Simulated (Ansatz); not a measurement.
# ZrCH₂+ (doublet): from a generated start to a stationary point

Where does this start of ZrCH₂+ (doublet) end when it is relaxed?

Computed with Ansatz 0.2.0, Gaussian basis. Level: UKS PBE0/def2-TZVP.

## (1) The starting structure

4 atoms, charge 1, spin multiplicity 2.

Atoms are counted from 1 here; the program's logs count them from 0.

Bond lengths: Zr1–C2 2.078 Å, C2–H3 1.115 Å, C2–H4 1.115 Å. Angles: Zr1–C2–H3 119.7°, Zr1–C2–H4 119.7°, H3–C2–H4 120.5°.

The start was built by rule and, where that kept it together, relaxed with GFN2-xTB. Sticks and bond lists go by distance. No spin-orbit coupling is included. Elements past krypton take def2 core potentials.

## (2) Relaxation

Contents of in.yaml:

```yaml
crystal:
  periodic: [false, false, false]
  atoms:
    - {symbol: Zr, position_ang: [-0.287497, 0.000030, -0.000210]}
    - {symbol: C, position_ang: [1.790249, -0.000189, 0.001305]}
    - {symbol: H, position_ang: [2.343755, 0.968095, -0.001105]}
    - {symbol: H, position_ang: [2.343546, -0.968589, 0.004521]}
basis:
  gaussian: {orbitals: def2-TZVP}
total_charge: 1
magnetization: {spin_polarized: true, initial_magnetization: 1}
hamiltonian: {xc: pbe0}
relax: {f_tol: 0.004, max_steps: 80}
```

Launch:

```sh
$ ansatz run in.yaml --threads 1 --pin off --events-out ev --progress --plain --max-ram 2176MiB
```

**Question.** What will these runs give? Wanted: energy gained; shift from the start; total energy; ⟨S²⟩.

As calculated:

| quantity | value |
| --- | --- |
| steps | 6 |
| energy gained | 0.296 eV |
| shift from the start (rms) | 0.070 Å |
| total energy | -2338.1298 eV |
| ⟨S²⟩ | 0.758 |

What this shows: The bonds of the start are those of the end. Zr1–C2 went from 2.078 to 1.914 Å. No vibrations were run, so this is a stationary point, not a proven minimum, and this spin need not be the ground state's.
